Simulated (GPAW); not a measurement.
Crystal: Mg3GaO4.

```
Ga Mg O
1.0
     4.36349    0.00000    0.00000
     0.00000    4.36349    0.00000
     0.00000    0.00000    4.36349
Ga Mg O
1 3 4
Direct
  0.00000 0.00000 0.00000
  0.50000 0.50000 0.00000
  0.50000 0.00000 0.50000
  0.00000 0.50000 0.50000
  0.00000 0.50000 0.00000
  0.00000 0.00000 0.50000
  0.50000 0.50000 0.50000
  0.50000 0.00000 0.00000
```

The cell comes from a database or a generator and needn't be the stable form of this composition.

| Quantity | Value |
| --- | --- |
| Program | GPAW 26.7.0 |
| Task | relaxation of cell and atoms |
| Functional | PBEsol |
| Dispersion | D3(BJ) |
| Potentials or basis | PAW data sets generated in the run's folder for this functional |
| Cutoff | 800 eV |
| Basis | pw |
| k mesh | 5 × 5 × 5 |
| Occupations | fermi-dirac, width 0.05 eV |
| Spin | no spin polarisation |

At the start: pressure -7.7 GPa; volume 10.39 Å³/atom.

Question: How do energy, volume and symmetry change on relaxing?

Answer: Over 4 steps the energy falls by 12.5 meV/atom and the volume is 9.87 Å³/atom (-5.0 %); space group Pm-3m (No. 221, to 0.05 Å).

The path:
```tsv
step	energy change (eV)	largest force (eV/Å)	pressure (GPa)	volume (Å³)
1	0.0000	0.0000	-7.66	83.08
2	-0.0101	0.0000	-7.30	82.86
3	-0.0994	0.0000	0.53	78.70
4	-0.1000	0.0000	-0.03	78.96
```

Final structure:
```
Ga Mg O
1.0
     4.29013    0.00000    0.00000
     0.00000    4.29013    0.00000
     0.00000    0.00000    4.29013
Ga Mg O
1 3 4
Direct
  0.00000 0.00000 0.00000
  0.50000 0.50000 0.00000
  0.50000 0.00000 0.50000
  0.00000 0.50000 0.50000
  0.00000 0.50000 0.00000
  0.00000 0.00000 0.50000
  0.50000 0.50000 0.50000
  0.50000 0.00000 0.00000
```

Caveat: the data sets keep Ga 3d, Li 1s and Be 1s frozen, and some such compounds lay over 1.5 % in volume off other programs; later steps reuse the first step's grids; an odd number of electrons without spin polarisation forces a metal; a magnetic or distorted state may lie lower; pairwise dispersion overbinds metals, which lowers pressure and volume.
